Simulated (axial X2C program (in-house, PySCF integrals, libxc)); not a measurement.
# A two-component session on HfTe⁻: properties at the nuclei

Wanted for HfTe⁻: properties at the nuclei, at the two-component level.

The runs use an in-house X2C program for linear molecules on PySCF integrals; two-component X2C with atomic mean-field terms, Hf dyall-acv3z, Te dyall-acv3z.

All values are calculated.

## Step 1: The job

task.json

```json
{"zs": [72, 52], "q": -1, "bas": ["dyall-acv3z", "dyall-acv3z"], "r0": 2.56, "levels": ["PBE0", "HF", "LDA", "PBE", "TPSSh"], "nst": 2}
```

Keys: zs atomic numbers; q charge; bas basis sets; r0 starting distance in Å; levels methods (HF also brings MP2); nst determinants followed.

Run with:

```
> python soeom.py task.json out
```

Nuclei are Gaussian, cores are contracted, and the Gaunt term is on.

## Step 2: Expectation values, lowest determinant

R = 2.618 Å. State: Ω = 3/2 (excess of +ω over −ω: ω = 3/2).

Output of the PBE0 run:

```text
two-component X2C + atomic mean field  PBE0
basis functions 334  fitting functions 1665  grid points 5802
iter        total energy     max residual
   1     -21856.696437611     3.93e+01
   2     -21866.887506793     6.52e-02
   3     -21865.191399382     1.71e-01
   4     -21867.148611766     2.46e-02
   5     -21867.155971766     1.09e-02
   6     -21867.162173313     5.30e-03
   7     -21867.163880875     2.09e-03
   8     -21867.164125141     7.85e-04
   9     -21867.164193116     4.25e-04
  10     -21867.164238077     3.22e-04
  11     -21867.164275363     1.97e-04
  12     -21867.164293534     1.15e-04
  13     -21867.164296138     4.95e-05
  14     -21867.164296576     1.53e-05
  15     -21867.164296624     3.72e-06
  16     -21867.164296629     2.08e-06
  17     -21867.164296631     1.38e-06
converged
one-electron -31529.64745521  Coulomb 9412.55029158  exact exchange -120.61850961  xc functional -369.46921052  nuclear repulsion 756.77596550  atomic mean-field constant -16.75537838
```

The highest occupied spinor is 95% Hf d.

```
level  Eeff magnitude (GV/cm)  Ws magnitude Hf (kHz)  A∥/gI Hf (MHz)  qzz Hf (a.u.)  A∥/gI Te (MHz)  qzz Te (a.u.)
 PBE0                    15.6                    9.9             166          -3.56           -11.3          -1.63
   HF                    49.7                   33.5            -111          -3.83           -31.4          -1.94
  LDA                    4.27                   2.78             430          -2.72            8.98          -1.50
  PBE                    8.96                   5.59             303          -3.12           -1.68          -1.53
TPSSh                    14.5                      9             129          -3.57           -6.07          -1.59
```

Eeff is the effective electric field on the electron dipole moment in this Ω state and Ws the scalar–pseudoscalar constant (defined with the proton number Z and per Ω); A∥ is the parallel hyperfine constant, which follows by multiplying with the nuclear g factor gI = μI/(I μN); qzz is the electric field gradient, eQq0 = 234.96 MHz × Q/barn × qzz. The operators were transformed with the bare-nucleus X2C matrices.

## Step 3: Expectation values, a higher determinant

R = 2.618 Å. State: Ω = 1/2 (excess of +ω over −ω: ω = 1/2), 0.30 eV above the lowest in the PBE0 search for states (made at or near this distance, with looser thresholds).

Output of the PBE0 run:

```text
two-component X2C + atomic mean field  PBE0
basis functions 334  fitting functions 1665  grid points 5802
iter        total energy     max residual
   1     -21856.579420595     3.94e+01
   2     -21866.843075388     6.60e-02
   3     -21865.033529607     1.78e-01
   4     -21867.141887909     2.41e-02
   5     -21867.149227146     9.81e-03
   6     -21867.151772685     4.86e-03
   7     -21867.152662527     2.92e-03
   8     -21867.152923765     5.51e-04
   9     -21867.152940105     4.17e-04
  10     -21867.152950634     9.46e-05
  11     -21867.152954712     7.07e-05
  12     -21867.152957365     4.45e-05
  13     -21867.152958503     3.19e-05
  14     -21867.152959190     1.77e-05
  15     -21867.152959566     1.03e-05
  16     -21867.152959691     6.89e-06
  17     -21867.152959749     2.77e-06
  18     -21867.152959756     1.86e-06
  19     -21867.152959757     9.47e-07
converged
one-electron -31527.47541268  Coulomb 9410.34842341  exact exchange -120.60670344  xc functional -369.43985416  nuclear repulsion 756.77596550  atomic mean-field constant -16.75537838
```

The highest occupied spinor is 47% Hf d, 34% Hf p, 13% Te p.

```
level  Eeff magnitude (GV/cm)  Ws magnitude Hf (kHz)  A∥/gI Hf (MHz)  qzz Hf (a.u.)  A∥/gI Te (MHz)  qzz Te (a.u.)
 PBE0                    4.05                   9.18            1440          -6.64             125          -1.69
   HF                    17.6                   37.8            1620          -9.26           -15.2          -2.20
  LDA                    1.77                   5.17            1100          -6.24             189          -1.51
  PBE                    4.29                     10            1300          -6.20             179          -1.53
TPSSh                    7.57                     16            1310          -6.41             164          -1.60
```

## Step 4: Summary of results

| quantity | value |
| --- | --- |
| lowest determinant | Ω = 3/2 (excess of +ω over −ω: ω = 3/2) |
| Eeff magnitude (GV/cm), PBE0 | 15.6 |
| Ws magnitude Hf (kHz), PBE0 | 9.9 |
| A∥/gI Hf (MHz), PBE0 | 166 |
| qzz Hf (a.u.), PBE0 | -3.56 |
| higher determinant | Ω = 1/2 (excess of +ω over −ω: ω = 1/2) |
| Eeff magnitude (GV/cm), PBE0, higher determinant | 4.05 |
| Ws magnitude Hf (kHz), PBE0, higher determinant | 9.18 |
| A∥/gI Hf (MHz), PBE0, higher determinant | 1440 |
| qzz Hf (a.u.), PBE0, higher determinant | -6.64 |

What this shows: In the first state, the effective field runs from 4.27 to 49.7 GV/cm over the mean-field levels, so the levels don't agree on it. The expectation values come from single determinants, which for open shells can mix terms of unlike spin or miss the lowest Ω, so a determinant need not be a state. Eeff is the effective electric field on the electron dipole moment in this Ω state and Ws the scalar–pseudoscalar constant (defined with the proton number Z and per Ω); A∥ is the parallel hyperfine constant, which follows by multiplying with the nuclear g factor gI = μI/(I μN); qzz is the electric field gradient, eQq0 = 234.96 MHz × Q/barn × qzz. The operators were transformed with the bare-nucleus X2C matrices.
